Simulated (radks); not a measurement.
# The series with 15 electrons, P to Ga¹⁶⁺

An exercise on one series of results from a longer session: the logs are not shown, and one member is left open.

Program: radks (a radial shooting solver on a logarithmic mesh, Libxc functionals) version 1. Level of theory: non-relativistic Kohn-Sham, PBE, spin-polarised, spherical densities, point nucleus; open shells are filled with parallel spins first. These are calculated values, not measurements, unless marked.

### The system

- electrons: 15
- ions: P, Cl²⁺, K⁴⁺, Sc⁶⁺, V⁸⁺, Mn¹⁰⁺, Co¹²⁺, Cu¹⁴⁺, Ga¹⁶⁺
- configuration: [Ne] 3s2 3p3

The outer shells:

[Ne] 3s2 3p3
```
[Ne] core
3s [↑↓]
3p [↑ ][↑ ][↑ ]
```

Set-up of the first run:

The run's settings:

```text
Z 15
configuration [Ne] 3s2 3p3
relativity non-relativistic
functional pbe,pbe
spin polarised
nucleus point
```

Among the steps run: P; Cl²⁺; K⁴⁺; Sc⁶⁺; V⁸⁺; Mn¹⁰⁺; Co¹²⁺; Cu¹⁴⁺; Ga¹⁶⁺.

One of the session's tables, all rows but one given; the rest of the session is left out.

| ion | E (hartree) | ε(2p down) (eV) | ε(3s up) (eV) | ε(3s down) (eV) | ε(3p up) (eV) |
| --- | --- | --- | --- | --- | --- |
| P | -341.11568 | -123.79 | -14.729 | -12.006 | -6.294 |
| Cl²⁺ | -458.62173 | -218.74 | -46.207 | -42.110 | -33.095 |
| K⁴⁺ | ? | ? | ? | ? | ? |
| Sc⁶⁺ | -748.61069 | -494.68 | -148.70 | -142.20 | -126.32 |
| V⁸⁺ | -921.01158 | -674.35 | -218.71 | -211.08 | -191.73 |
| Mn¹⁰⁺ | -1111.66154 | -881.52 | -301.03 | -292.28 | -269.45 |
| Co¹²⁺ | -1320.55263 | -1116.1 | -395.57 | -385.73 | -359.41 |
| Cu¹⁴⁺ | -1547.67980 | -1378.0 | -502.30 | -491.37 | -461.57 |
| Ga¹⁶⁺ | -1793.03968 | -1667.3 | -621.20 | -609.19 | -575.90 |

Estimate the missing values for K⁴⁺.

The run gave: E (hartree): -594.47233; ε(2p down) (eV): -342.69; ε(3s up) (eV): -91.112; ε(3s down) (eV): -85.782; ε(3p up) (eV): -73.350. In the column «E (hartree)» it lies between Sc⁶⁺ (-748.61069) and Cl²⁺ (-458.62173).

The configuration is held, so it need not be the ground state of every ion.
